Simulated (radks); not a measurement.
# Taking charge from the 3s level of K in fractions

Aim: follow energy and eigenvalue as charge leaves the 3s level of K bit by bit, and test Janak's theorem, Slater's transition state and the straight-line condition.

Method: Dirac Kohn-Sham, LDA (Slater exchange, Perdew-Wang correlation), spin-unpolarised, spherical densities, finite nucleus. Code: radks (a radial shooting solver on a logarithmic mesh, Libxc functionals) version 1.

## Step 1: Starting point

| Item | Value |
| --- | --- |
| element | potassium (Z = 19) |
| charge | 0 |
| electrons | 19 |
| configuration | [Ar] 4s1 |
| nuclear rms radius | 3.4349 fm |

Outer shells as boxes (Hund's rule):

K
```
[Ar] core
4s [↑ ]
```

## Step 2: Start: [Ar] 4s1

Settings of this run:

```text
Z 19
configuration [Ar] 4s1
relativity Dirac
functional lda,pw
spin unpolarised
j_filling energy
nucleus finite rms 3.4349 fm
c 137.035999084
```

## Step 3: 0.1 electron removed from 3s

Changes since step 2:

```diff
@@ -1,3 +1,3 @@
 Z 19
-configuration [Ar] 4s1
+configuration [Ne] 3s1.9 3p6 4s1
 relativity Dirac
```

## Step 4: 0.2 electron removed from 3s

Changes since step 3:

```diff
@@ -1,3 +1,3 @@
 Z 19
-configuration [Ne] 3s1.9 3p6 4s1
+configuration [Ne] 3s1.8 3p6 4s1
 relativity Dirac
```

## Step 5: 0.3 electron removed from 3s

Changes since step 4:

```diff
@@ -1,3 +1,3 @@
 Z 19
-configuration [Ne] 3s1.8 3p6 4s1
+configuration [Ne] 3s1.7 3p6 4s1
 relativity Dirac
```

## Step 6: 0.4 electron removed from 3s

Changes since step 5:

```diff
@@ -1,3 +1,3 @@
 Z 19
-configuration [Ne] 3s1.7 3p6 4s1
+configuration [Ne] 3s1.6 3p6 4s1
 relativity Dirac
```

## Step 7: 0.5 electron removed from 3s

Changes since step 6:

```diff
@@ -1,3 +1,3 @@
 Z 19
-configuration [Ne] 3s1.6 3p6 4s1
+configuration [Ne] 3s1.5 3p6 4s1
 relativity Dirac
```

## Step 8: 0.6 electron removed from 3s

Changes since step 7:

```diff
@@ -1,3 +1,3 @@
 Z 19
-configuration [Ne] 3s1.5 3p6 4s1
+configuration [Ne] 3s1.4 3p6 4s1
 relativity Dirac
```

## Step 9: 0.7 electron removed from 3s

Changes since step 8:

```diff
@@ -1,3 +1,3 @@
 Z 19
-configuration [Ne] 3s1.4 3p6 4s1
+configuration [Ne] 3s1.3 3p6 4s1
 relativity Dirac
```

## Step 10: 0.8 electron removed from 3s

Changes since step 9:

```diff
@@ -1,3 +1,3 @@
 Z 19
-configuration [Ne] 3s1.3 3p6 4s1
+configuration [Ne] 3s1.2 3p6 4s1
 relativity Dirac
```

## Step 11: 0.9 electron removed from 3s

Changes since step 10:

```diff
@@ -1,3 +1,3 @@
 Z 19
-configuration [Ne] 3s1.2 3p6 4s1
+configuration [Ne] 3s1.1 3p6 4s1
 relativity Dirac
```

## Step 12: 1 electron removed from 3s

Changes since step 11:

```diff
@@ -1,3 +1,3 @@
 Z 19
-configuration [Ne] 3s1.1 3p6 4s1
+configuration [Ne] 3s1 3p6 4s1
 relativity Dirac
```

Before running it: what results should come out? Wanted: for each run, removed; E − E(0); eigenvalue; E minus straight line.

The runs gave:

```
removed (e)  E − E(0) (eV)  eigenvalue (eV)  E minus straight line (eV)
          0          0.000          -35.178                       0.000
        0.1          3.581          -36.443                      -0.603
        0.2          7.290          -37.735                      -1.077
        0.3         11.129          -39.052                      -1.422
        0.4         15.101          -40.391                      -1.633
        0.5         19.208          -41.751                      -1.710
        0.6         23.452          -43.131                      -1.649
        0.7         27.834          -44.530                      -1.450
        0.8         32.358          -45.946                      -1.109
        0.9         37.024          -47.379                      -0.627
          1         41.834          -48.828                       0.000
```

Removing the whole electron costs 41.834 eV, against 35.178 eV from minus the starting eigenvalue. Slater's transition state, half an electron removed, gives 41.751 eV. The trapezoid integral of minus the eigenvalue gives 41.836 eV over the range, against 41.834 eV from the energies (Janak's theorem). The eigenvalue moves by 13.6 eV per electron. E bends below the straight line by 1.71 eV at 0.5 electron removed.
